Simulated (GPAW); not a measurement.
Runs of GPAW 26.7.0 on NiMoIrPdW. Symmetry: P3m1, No. 156, trigonal system. Conventional cell: a = 2.766 Å, b = 2.766 Å, c = 11.023 Å, α = 90.00°, β = 90.00°, γ = 120.00°. Ni (site symmetry 3m) has 3 Mo at 2.60 Å and 3 Pd at 2.71 Å and 6 Ni at 2.77 Å as nearest neighbours. Mo (site symmetry 3m) is surrounded by 3 Ni at 2.60 Å and 6 Mo at 2.77 Å and 3 Ir at 2.82 Å. Pd (site symmetry 3m) has 3 Ni at 2.71 Å and 3 W at 2.74 Å and 6 Pd at 2.77 Å as nearest neighbours. Around Ir (site symmetry 3m) lie 3 W at 2.74 Å and 6 Ir at 2.77 Å and 3 Mo at 2.82 Å. Around W (site symmetry 3m) lie 3 Pd at 2.74 Å and 3 Ir at 2.74 Å and 6 W at 2.77 Å. The cell was built by a generator and needn't be a form met in nature.

```csv
task,level,potentials or basis,k mesh,ranks,band path,band points,mesh quality,gap on the mesh (eV),pressure (GPa),moment (μB),largest force (eV/Å)
single point,PBE+D3,"GPAW PAW data sets (gpaw-data 1.2.1), pw",6 × 6 × 2,-,-,-,coarse,none,-8.6,0.00,0.51
band structure,r2SCAN,"GPAW PAW data sets (gpaw-data 1.2.1), pw",8 × 8 × 2,8,"GMKGALHA,LM,KH",60,not flagged,-,-3.7,0.50,0.11
single point,PBE+D3(BJ),"GPAW PAW data sets (gpaw-data 1.2.1), pw",6 × 6 × 2,-,-,-,coarse,none,-7.2,0.00,(c)
single point,PBE+D4,"GPAW PAW data sets (gpaw-data 1.2.1), pw",6 × 6 × 2,-,-,-,coarse,none,-6.1,0.00,0.49
band structure,AM05,"PAW data sets generated in the run's folder for this functional, pw",8 × 8 × 2,8,"GMKGALHA,LM,KH",60,not flagged,-,-10.4,0.00,0.14
single point,PBE,"GPAW PAW data sets (gpaw-data 1.2.1), pw",6 × 6 × 2,-,-,-,coarse,none,(d),0.00,(b)
band structure,PW91,"PAW data sets generated in the run's folder for this functional, pw",8 × 8 × 2,8,"GMKGALHA,LM,KH",60,not flagged,-,(a),0.00,0.05
```

Alike in all rows: spin collinear, ferromagnetic start; cell as given; cutoff (eV) 600; smearing fermi-dirac 0.05 eV.

Task: Fill in the values left out.

Result: (a) 0.2; (b) 0.47; (c) 0.48; (d) -0.5.

Caveats: some runs use coarse meshes; the stock nickel data set gives pressures a few GPa off other programs; pairwise dispersion overbinds metals, which lowers pressure and volume (some runs); the PAW data sets were made with another functional, which shifts forces and pressure a little (some runs).

A k mesh can miss the band edges, and the runs leave out spin-orbit coupling on Ir, Mo, Pd, W.

A gap of «none» marks a metal or a gap under the smearing width.

Not every run made on this cell is shown here.
